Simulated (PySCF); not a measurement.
# GaGe: bond curves at several levels of theory

One table from this session's results is given with a row withheld; the runs are named, their logs left out.

Program: PySCF 2.14.0. Level of theory: Ga cc-pVDZ-PP with ECP10, Ge cc-pVDZ-PP with ECP10, scalar-relativistic core potentials. These are calculated values, not measurements.

Set-up of the first run:

Settings of the job:

```json
{"atoms": "Ga, Ge", "charge": "0", "basis": "Ga cc-pVDZ-PP with ECP10, Ge cc-pVDZ-PP with ECP10", "Hamiltonian": "scalar-relativistic core potentials", "basis functions": "46", "electrons treated": "43", "masses in u": "68.9256, 73.9212", "levels": "PBE0, PBE, r²SCAN, LDA, M06-2X, revPBE, LC-ωPBE, HF, MP2, SCS-MP2, CCSD, CCSD(T)", "grid": "80 radial by 434 angular points", "occupations": "held fixed by the projection of orbital angular momentum", "dissociation limit": "Ga + Ge, each in its ground configuration", "starting distance in angstrom": "2.365", "values of 2S to try": "1, 3"}
```

Launch:

```console
$ OMP_NUM_THREADS=1 python dia.py task.json out
```

Among the steps run: Input; PBE0 along the bond; Higher solutions at PBE0; PBE; r²SCAN (meta-GGA); LDA (local density); M06-2X (hybrid meta-GGA); revPBE; LC-ωPBE (range-separated hybrid); UHF (mean field); Correlated methods on the Hartree–Fock reference.

One table of the session follows, with a row left open; its other results are not shown here.

It belongs to the step «The curves together». Energy (eV) from each level's lowest point:

```
R (Å)    UHF  UHF-MP2  UHF-SCS-MP2  UHF-CCSD  UHF-CCSD(T)
2.145  0.761    0.627        0.645       n/a          n/a
2.245  0.377    0.273        0.285     0.322        0.316
2.344  0.151    0.082        0.089     0.111        0.107
2.419  0.056    0.017        0.020     0.030        0.028
2.494      ?        ?            ?         ?            ?
2.569  0.000    0.020        0.017     0.008        0.010
2.669  0.029    0.090        0.081     0.061        0.066
2.793  0.113    0.224        0.206     0.175        0.183
2.943  0.252    0.425        0.395     0.353        0.364
3.142  0.465    0.723        0.671       n/a          n/a
```

Estimate the missing values for R (Å) = 2.494.

Worked estimate for «UHF». A straight line through the neighbours (2.419, 0.056) and (2.569, 0.000) gives 0.056 + (0.000 − 0.056) × (2.494 − 2.419) / (2.569 − 2.419) = 0.028; a parabola fitted to 4 rows on both sides gives 0.011.

As computed: UHF: 0.010; UHF-MP2: 0.000; UHF-SCS-MP2: 0.000; UHF-CCSD: 0.000; UHF-CCSD(T): 0.000. In «UHF» the line misses by +0.018 and the parabola by +0.001.
